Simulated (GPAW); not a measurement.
Wanted: an ASE script for a GPAW 26.7.0 run.

```yaml
Task: single point
Functional: TB-mBJ
Potentials_or_basis: GPAW PAW data sets for LDA (gpaw-data 1.2.1)
Cutoff: 600 eV
Basis: pw
k_mesh: 6 × 6 × 6
Occupations: fermi-dirac, width 0.05 eV
Spin: no spin polarisation
Maxiter: 150
```

In3Se:

```
CELL_PARAMETERS angstrom
4.80376 0.00000 0.00000
0.00000 4.80376 0.00000
0.00000 0.00000 4.80376
ATOMIC_POSITIONS crystal
In 0.50000 0.50000 0.00000
In 0.50000 0.00000 0.50000
In 0.00000 0.50000 0.50000
Se 0.00000 0.00000 0.00000
```

The cell comes from a database or a generator and needn't be the stable form of this composition.

These files were run (other wordings do the same):

run.py

```python
from ase import Atoms
from ase.dft.bandgap import bandgap
from ase.io import write
from gpaw import GPAW, PW

atoms = Atoms(['In', 'In', 'In', 'Se'],
              cell=[[4.803758, 0.0, 0.0],
                    [0.0, 4.803758, 0.0],
                    [0.0, 0.0, 4.803758]],
              scaled_positions=[[0.5, 0.5, 0.0],
                                [0.5, 0.0, 0.5],
                                [0.0, 0.5, 0.5],
                                [0.0, 0.0, 0.0]],
              pbc=True)

calc = GPAW(mode=PW(600),
            xc='TB09',
            kpts={'size': (6, 6, 6), 'gamma': True},
            occupations={'name': 'fermi-dirac', 'width': 0.05},
            nbands=37,
            convergence={'density': 1e-05, 'energy': 1e-05},
            eigensolver='cg',
            maxiter=150,
            txt='gpaw.txt')
atoms.calc = calc
energy = atoms.get_potential_energy()
calc.write('gs.gpw')
write('result.traj', atoms)
print('Fermi level:', round(calc.get_fermi_level(), 4), 'eV')
print(f'Gap: {bandgap(calc)[0]:.4f} eV, direct: {bandgap(calc, direct=True)[0]:.4f} eV')
```

Potentials or basis: GPAW PAW data sets for LDA (gpaw-data 1.2.1), pw.

Run with:

```console
$ OMP_NUM_THREADS=1 python run.py
```

It gave:

```
Band gap on the k mesh : none (metal or under the smearing width)
```

Caveat: a model potential gives levels but no total energy.

Run time: 3.2 min on 1 thread of Arm Neoverse V2 (shared host), peak memory 0.36 GiB.
